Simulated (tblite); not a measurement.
# H40Si28: the cost of one run

Computed with tblite 0.8.0 and PySCF 2.14.0 and routines of our own; the level stands in each step. Atoms count from 0.

### Step 1. The starting structure

68 atoms, charge 0, multiplicity 1; geometry from: force field, distance geometry or constructed start.

### Step 2. Optimising the geometry with GFN2-xTB

What the job is given:

```
{"job": {"kind": "relax", "xc": "GFN2-xTB", "basis": "xTB"}, "charge": 0, "multiplicity": 1}
Si    -1.352800    -1.359600    -1.359400
Si    -6.792000    -1.355200    -1.364700
Si     1.363000    -1.360100     1.358800
Si    -0.000700    -2.711100    -0.006200
Si    -4.074200    -1.359000     1.361200
Si    -5.434300    -2.716000    -0.002600
Si     1.357900     1.359500    -1.361100
Si     0.003400     0.002700    -2.714000
Si    -4.070500     1.355700    -1.358200
Si    -5.433800    -0.000800    -2.713900
Si    -1.359800     1.356600     1.355700
Si    -0.002500     2.713500    -0.000000
Si    -0.003400     0.000700     2.720500
Si    -2.713300    -0.000600    -0.002700
Si    -6.791000     1.362900     1.358000
Si    -5.432900     2.716100     0.006300
Si    -5.430600     0.001900     2.716400
Si    -8.147600    -0.003400    -0.001000
Si     4.072600    -1.356000    -1.355300
Si     6.791600    -1.356900     1.360500
Si     5.428700    -2.711700     0.001500
Si     6.787900     1.359300    -1.358000
Si     5.434400     0.004600    -2.708900
Si     8.142300    -0.004300    -0.001500
Si     4.073700     1.360400     1.358700
Si     5.424900     2.714600     0.002500
Si     5.431700     0.002300     2.714800
Si     2.714900     0.000600     0.001200
H     -2.188500    -2.188700    -2.191100
H     -7.619000    -2.188700    -2.185700
H      2.192700    -2.188500     2.188000
H      0.829500    -3.545600    -0.831200
H     -0.832400    -3.546800     0.829500
H     -3.239800    -2.190400     2.192800
H     -4.598400    -3.545100    -0.834700
H     -6.261900    -3.544700     0.828500
H      2.188300     2.189200    -2.193200
H      0.832300    -0.828900    -3.549500
H     -0.830300     0.827500    -3.547000
H     -3.246700     2.192500    -2.187900
H     -4.599700    -0.833700    -3.543100
H     -6.256500     0.825800    -3.543200
H     -2.184200     2.190100     2.185500
H     -0.828800     3.546400    -0.833200
H      0.827700     3.548600     0.833800
H     -0.833300    -0.829800     3.543500
H      0.833800     0.831500     3.546300
H     -7.620400     2.191700     2.191400
H     -6.260800     3.547300    -0.831200
H     -4.597700     3.547600     0.833400
H     -6.263300    -0.838700     3.550000
H     -4.593000     0.832700     3.546600
H     -8.978300    -0.831800     0.831500
H     -8.981300     0.829800    -0.834400
H      3.242600    -2.190000    -2.187600
H      7.619600    -2.186100     2.189700
H      6.269000    -3.552600    -0.833300
H      4.602300    -3.539300     0.830700
H      7.620200     2.188400    -2.185100
H      6.261500    -0.829400    -3.547900
H      4.595800     0.832300    -3.545400
H      8.981800    -0.831700    -0.833300
H      8.979600     0.832100     0.832200
H      3.241700     2.192600     2.190200
H      4.605300     3.550200    -0.829400
H      6.257500     3.548700     0.832700
H      4.602000    -0.828300     3.545700
H      6.264900     0.829700     3.552800
```

The run is started by

```bash
OMP_NUM_THREADS=4 python large_run.py task.json out
```

This one command runs all jobs of the session in turn.

Q: Estimate the wall time and peak memory of this first job on 4 threads of Arm Neoverse N1, shared host.

About 10 s, with a peak of 0.15 GiB.
